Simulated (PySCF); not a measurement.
# triethylborane (C₆H₁₅B): geometry, spin-spin couplings

Aim: predict the spin-spin couplings of triethylborane (C₆H₁₅B) (`CCB(CC)CC`).

Computed with PySCF 2.14.0, with density-fitted response routines of our own, on a single molecule in the gas phase. Atoms are numbered from 0 throughout.

### Step 1. The starting structure

22 atoms, charge 0, multiplicity 1; geometry from: GFN2-xTB.

Bonds of the start (Å): C0–C1 1.54, C1–B2 1.59, B2–C3 1.58, C3–C4 1.53, B2–C5 1.58, C5–C6 1.54, C0–H7 1.09, C0–H8 1.09, C0–H9 1.09, C1–H10 1.09, C1–H11 1.09, C3–H12 1.09, C3–H13 1.10, C4–H14 1.09, C4–H15 1.09, C4–H16 1.09, C5–H17 1.09, C5–H18 1.09, C6–H19 1.09, C6–H20 1.09, C6–H21 1.09.

### Step 2. Geometry optimisation at PBE0-D3(BJ)/def2-SVP

What the job is given:

```
{"job": {"xc": "PBE0", "basis": "def2-SVP", "d3": "d3bj", "grid": 1, "kind": "geom"}, "charge": 0, "multiplicity": 1}
C     -2.004999    -1.834620    -0.151606
C     -1.088280    -1.130810     0.862655
B     -0.179131    -0.052927     0.133064
C     -0.580688     1.471126     0.246164
C      0.137268     2.470563    -0.662345
C      1.114783    -0.537859    -0.642924
C      2.338044    -0.456150     0.286822
H     -2.663372    -1.114408    -0.632490
H     -1.417352    -2.324919    -0.924246
H     -2.620065    -2.585173     0.341018
H     -0.479806    -1.899409     1.345570
H     -1.720520    -0.691586     1.637613
H     -1.659952     1.577382     0.097406
H     -0.415425     1.772034     1.287486
H     -0.213342     3.485094    -0.478048
H      1.210563     2.447894    -0.491127
H     -0.045498     2.235269    -1.708587
H      1.325676     0.069103    -1.525201
H      1.026565    -1.573041    -0.980221
H      3.235408    -0.791505    -0.229643
H      2.192987    -1.082390     1.164416
H      2.496724     0.565717     0.622589
```

**Question.** This job is followed by: B3LYP/def2-TZVP indirect spin-spin coupling, non-relativistic, gas phase; B3LYP/6-31G* indirect spin-spin coupling, non-relativistic, gas phase. Predict these results of the whole session: point group; rotational constants (main isotopes); largest coupling of the table (B3LYP/def2-TZVP); range of J(C0,H7), mean over like pairs.

The runs gave:

| quantity | value |
| --- | --- |
| point group | C1 |
| rotational constants (main isotopes) | 2.61, 1.80, 1.24 GHz |
| largest coupling of the table (B3LYP/def2-TZVP) | ¹J(C,H) C0–H7, 125.1 Hz |
| range of J(C0,H7), mean over like pairs | 125.1 to 141.4 Hz |

The optimisation took 3 steps and gained 0.076 eV; among the close pairs (by a distance rule), C6–H21 changed most, from 1.087 to 1.102 Å. No frequency check was run at this level, so the end point may be a saddle. In the run at B3LYP/def2-TZVP, the largest coupling of the table is C0–H7 (mean over like pairs), 125.1 Hz, of which the Fermi-contact term gives 123.1 Hz. Couplings across rotatable bonds belong to this one conformer; where others are populated, the observed values are averages. The one measured coupling, C1–B2, differs from the computed size by 1.4 Hz; vibrational averaging and surroundings are not included. The coupling C0–H7, as a mean over pairs of its kind, runs from 125.1 Hz (B3LYP/def2-TZVP) to 141.4 Hz (B3LYP/6-31G*). Couplings from bases without tight functions are rough.
